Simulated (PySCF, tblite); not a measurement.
# 2,2-dimethylbutanenitrile (C6H11N): geometry, infrared bands, NMR shifts, spin-spin couplings, electronic excitations and core binding energies

Aim: predict the infrared bands, NMR shifts, spin-spin couplings, electronic excitations and core binding energies of 2,2-dimethylbutanenitrile (C6H11N) (`CCC(C)(C)C#N`).

Computed with tblite 0.8.0 and PySCF 2.14.0, with density-fitted response routines of our own, on a single molecule in the gas phase. Atoms count from 0, in the outputs and in this text.

## (1) The molecule as given

18 atoms, charge 0, multiplicity 1; geometry from: force field or distance geometry start.

Bonds of the start (Å): C0–C1 1.50, C1–C2 1.45, C2–C3 1.52, C2–C4 1.48, C2–C5 1.48, C5–N6 1.16, C0–H7 1.10, C0–H8 1.11, C0–H9 1.11, C1–H10 1.11, C1–H11 1.14, C3–H12 1.11, C3–H13 1.11, C3–H14 1.12, C4–H15 1.13, C4–H16 1.12, C4–H17 1.10.

## (2) Optimising the geometry with GFN2-xTB

What the job is given:

```
{"job": {"kind": "relax", "xc": "GFN2-xTB", "basis": "xTB"}, "charge": 0, "multiplicity": 1}
C      2.023000     0.546400    -0.178200
C      0.937900    -0.346700     0.345300
C     -0.450100    -0.016100     0.071600
C     -1.348300    -1.063200     0.703300
C     -0.887000     0.156500    -1.330900
C     -0.760300     1.247600     0.784100
N     -0.968500     2.241400     1.335500
H      2.259000     0.413400    -1.243900
H      1.807000     1.613100     0.058000
H      2.939300     0.290200     0.385200
H      1.189600    -1.388700     0.047500
H      1.061600    -0.324700     1.479500
H     -1.367400    -0.924400     1.802600
H     -2.368000    -1.056300     0.277000
H     -0.843600    -2.039600     0.492200
H     -1.323000     1.196100    -1.425400
H     -1.779800    -0.499900    -1.512000
H     -0.130000    -0.039100    -2.103100
```

Launch:

```bash
OMP_NUM_THREADS=1 python probes_run.py task.json out
```

This one command runs all jobs of the session in turn.

**Question.** This job is followed by: GFN2-xTB harmonic vibrations, gas phase; PBE0-D3(BJ)/def2-SVP geometry optimisation, gas phase; GIAO PBE0/pcSseg-1 NMR shielding, non-relativistic, gas phase; B3LYP/pcJ-1 indirect spin-spin coupling, non-relativistic, gas phase; TDDFT wB97X-D/def2-SVPD, vertical, gas phase, core orbitals frozen in the response; GIAO CAM-B3LYP/pcSseg-1 NMR shielding, non-relativistic, gas phase; delta-SCF UKS SCAN, pcX-2 on the ionised atom, pcseg-1 elsewhere, spin-free X2C. What will the session give for the following? strongest single infrared mode (GFN2-xTB); zero-point energy (GFN2-xTB); point group; rotational constants (main isotopes); ¹³C shifts against TMS (PBE0/pcSseg-1, means over atoms taken as alike); ¹H shifts against TMS (PBE0/pcSseg-1, means over atoms taken as alike); ¹⁵N shifts against NH3 (PBE0/pcSseg-1); surface potential, 1st and 99th percentile; largest coupling of the table (B3LYP/pcJ-1); lowest singlet (wB97X-D/def2-SVPD); brightest single state of those computed; lowest triplet; vertical ionisation energy (ΔSCF); C1s binding energies, SCAN/pcX-2; N1s binding energies, SCAN/pcX-2; range of the shift of N6.

As calculated:

```
                                                               quantity                                                     value
                              strongest single infrared mode (GFN2-xTB)                                     2407 cm⁻¹, 165 km/mol
                                           zero-point energy (GFN2-xTB)                                             98.4 kcal/mol
                                                            point group                                                        C1
                                   rotational constants (main isotopes)                                      2.79, 2.43, 1.84 GHz
¹³C shifts against TMS (PBE0/pcSseg-1, means over atoms taken as alike)                         129.7, 37.7, 32.3, 28.5, 11.3 ppm
 ¹H shifts against TMS (PBE0/pcSseg-1, means over atoms taken as alike)                                      1.28, 1.22, 1.17 ppm
                                 ¹⁵N shifts against NH3 (PBE0/pcSseg-1)                                                 301.6 ppm
                                  surface potential, 1st and 99th percentile                                        -1.88 V and 0.98 V
                            largest coupling of the table (B3LYP/pcJ-1)                                  ¹J(C,H) C3–H12, 136.1 Hz
                                     lowest singlet (wB97X-D/def2-SVPD)                               7.76 eV (160 nm), f = 0.000
                               brightest single state of those computed                              state 10, 9.90 eV, f = 0.075
                                                         lowest triplet                                                   6.45 eV
                                      vertical ionisation energy (ΔSCF)                                                  11.25 eV
                                       C1s binding energies, SCAN/pcX-2  C2 292.03, C5 291.87, C3 291.04, C1 291.01, C0 290.81 eV
                                       N1s binding energies, SCAN/pcX-2                                              N6 404.71 eV
                                               range of the shift of N6                                        301.6 to 307.1 ppm
```

What this shows: The optimisation took 114 steps and gained 0.743 eV; among the close pairs (by a distance rule), C1–C2 changed most, from 1.453 to 1.542 Å (GFN2-xTB). All 48 modes are real, so the xTB geometry is a minimum. The strongest single mode, at 2407 cm⁻¹, moves mainly C5 and N6. GFN2-xTB is a fitted tight-binding method: band positions and strengths are rough. Its intensities can rank the bands wrongly. Over 3 steps the energy fell by 0.059 eV; of the close pairs, C2–C5 changed most, 1.450 to 1.472 Å (PBE0/def2-SVP). No frequency check was run at this level, so the end point may be a saddle. At PBE0/pcSseg-1: The largest span, 490 ppm, is at N6, where the paramagnetic term is -377 ppm. In the run at B3LYP/pcJ-1, the largest coupling of the table is C3–H12 (mean over like pairs), 136.1 Hz, of which the Fermi-contact term gives 134.5 Hz. Couplings across rotatable bonds belong to this one conformer; where others are populated, the observed values are averages. The lowest singlet, at 7.76 eV, is HOMO−1→LUMO+2 0.23, HOMO→LUMO+1 0.13 and is dark; of the 10 states computed, the strongest absorption comes from state 10 at 9.90 eV (the last computed, so partners may be missing). The lowest triplet lies 1.31 eV below the lowest singlet (triplets in Tamm-Dancoff, singlets in full TDDFT). The orbital energy would give 11.01 eV for ionisation, ΔSCF gives 11.25 eV. C2 (quaternary sp3 carbon α to a nitrile) binds its C1s electron 1.22 eV more tightly than C0 (methyl carbon). Across the 2 runs the shift of N6 moves most, between 301.6 (PBE0/pcSseg-1) and 307.1 ppm (CAM-B3LYP/pcSseg-1).
